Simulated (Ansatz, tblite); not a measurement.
# The cluster Si5Te3: rung by rung

How do method and basis change the picture of the cluster Si5Te3 (singlet)?

Method: as each input shows; program: Ansatz 0.2.0, Gaussian basis.

The runs, in order: GFN1-xTB, GFN2-xTB, PBE-D4/def2-TZVP, r2SCAN-D4/def2-TZVP, B2PLYP/def2-TZVP, r2SCANh-D4/def2-TZVP, revPBE-D4/def2-TZVP, PBE-D4/def2-SVP, PBE0-D4/def2-SVP, PBE0-D4/def2-TZVPD, PBE-D4/def2-TZVPD, B2PLYP/def2-TZVPD, CCSD(T)/def2-SVP, MP2/def2-TZVP, RPA/def2-TZVP.

3 further runs of the same task are left out: 3 set aside as unsound or not needed.

## 1. The geometry

The singlet was relaxed beforehand with PBE-D4/def2-SVP. At that level it is the lowest of the isomers that a small search found.

8 atoms, charge 0, spin multiplicity 1.

Bond lengths: Si1–Si5 2.630 Å, Si1–Te7 2.636 Å, Si1–Te8 2.636 Å, Si2–Si5 2.563 Å, Si2–Te6 2.816 Å, Si2–Te8 2.668 Å, Si3–Si4 2.363 Å, Si3–Te6 2.679 Å, Si3–Te7 2.632 Å, Si4–Te6 2.679 Å, Si4–Te8 2.632 Å, Si5–Te6 2.816 Å, Si5–Te7 2.668 Å. Angles: Si5–Si1–Te7 60.9°, Si5–Si1–Te8 105.2°, Te7–Si1–Te8 100.3°, Si5–Si2–Te6 62.9°, Si5–Si2–Te8 106.2°, Te6–Si2–Te8 92.4°, Si4–Si3–Te6 63.8°, Si4–Si3–Te7 108.7°, Te6–Si3–Te7 96.3°, Si3–Si4–Te6 63.8°, Si3–Si4–Te8 108.7°, Te6–Si4–Te8 96.4° and more.

Te takes a core potential in the def2 sets. No spin-orbit coupling is included.

PBE0-D4/def2-TZVP was run before; its log isn't repeated, and its numbers join the tables.

## 2. GFN1-xTB

Tight binding, by tblite at 300 K electronic temperature and without a spin-polarisation term:

```python
tblite.interface.Calculator('GFN1-xTB', numbers, positions, charge=0, uhf=0).singlepoint()
```

Energy -556.9926 eV, HOMO -8.18 eV, LUMO -7.21 eV; 0.015 s.

## 3. GFN2-xTB

Tight binding, by tblite at 300 K electronic temperature and without a spin-polarisation term:

```python
tblite.interface.Calculator('GFN2-xTB', numbers, positions, charge=0, uhf=0).singlepoint()
```

Energy -484.5038 eV, HOMO -6.63 eV, LUMO -5.21 eV; 0.028 s.

## 4. PBE-D4/def2-TZVP

start.molden holds the orbitals of an earlier run on this state, given as this run's starting guess.

The input, in.yaml:

```yaml
crystal:
  periodic: [false, false, false]
  atoms:
    - {symbol: Si, position_ang: [1.847061, 0.789007, 0.993943]}
    - {symbol: Si, position_ang: [0.444636, -1.348660, 1.614325]}
    - {symbol: Si, position_ang: [-1.386454, 0.803693, -1.753652]}
    - {symbol: Si, position_ang: [-0.379796, -1.326313, -1.933581]}
    - {symbol: Si, position_ang: [-0.646798, 0.962130, 1.811123]}
    - {symbol: Te, position_ang: [-1.954968, -0.940417, 0.198250]}
    - {symbol: Te, position_ang: [0.175278, 2.355091, -0.310426]}
    - {symbol: Te, position_ang: [1.901042, -1.294522, -0.619972]}
basis:
  gaussian: {orbitals: def2-TZVP, initial_orbitals: start.molden}
hamiltonian: {xc: pbe, dispersion: d4}
scf: {omitted_lower_state_checks: [starts]}
output: {forces: true, orbitals: {seedname: orbitals}}
```

The run is started by

```bash
$ ansatz run in.yaml --threads 4 --pin off --events-out ev --progress --plain --max-ram 8704MiB
```

The runs that follow: r2SCAN-D4/def2-TZVP; B2PLYP/def2-TZVP; r2SCANh-D4/def2-TZVP; revPBE-D4/def2-TZVP; PBE-D4/def2-SVP; PBE0-D4/def2-SVP; PBE0-D4/def2-TZVPD; PBE-D4/def2-TZVPD; B2PLYP/def2-TZVPD; CCSD(T)/def2-SVP; MP2/def2-TZVP; RPA/def2-TZVP.

**Question.** What will the summary of the whole plan be? Wanted: gap in def2-TZVP, named functionals, smallest and largest; correlation energy, CCSD(T)/def2-SVP; correlation energy, MP2/def2-TZVP; binding an atom, functionals in def2-TZVP; PBE0 total energy, smallest basis above largest.

**Answer**, as computed:

```
                                                 quantity                                value
gap in def2-TZVP, named functionals, smallest and largest  1.61 eV (PBE-D4), 2.93 eV (PBE0-D4)
                     correlation energy, CCSD(T)/def2-SVP                            -25.19 eV
                        correlation energy, MP2/def2-TZVP                            -54.30 eV
                binding an atom, functionals in def2-TZVP    2.97 (B2PLYP) to 3.37 eV (PBE-D4)
          PBE0 total energy, smallest basis above largest      14.55 eV (def2-SVP, def2-TZVPD)
```

Orbital gaps of the named functionals in def2-TZVP span 1.61 eV (PBE-D4) to 2.93 eV (PBE0-D4); exact exchange widens it. Notes on CCSD(T)/def2-SVP: large T1 diagnostic.
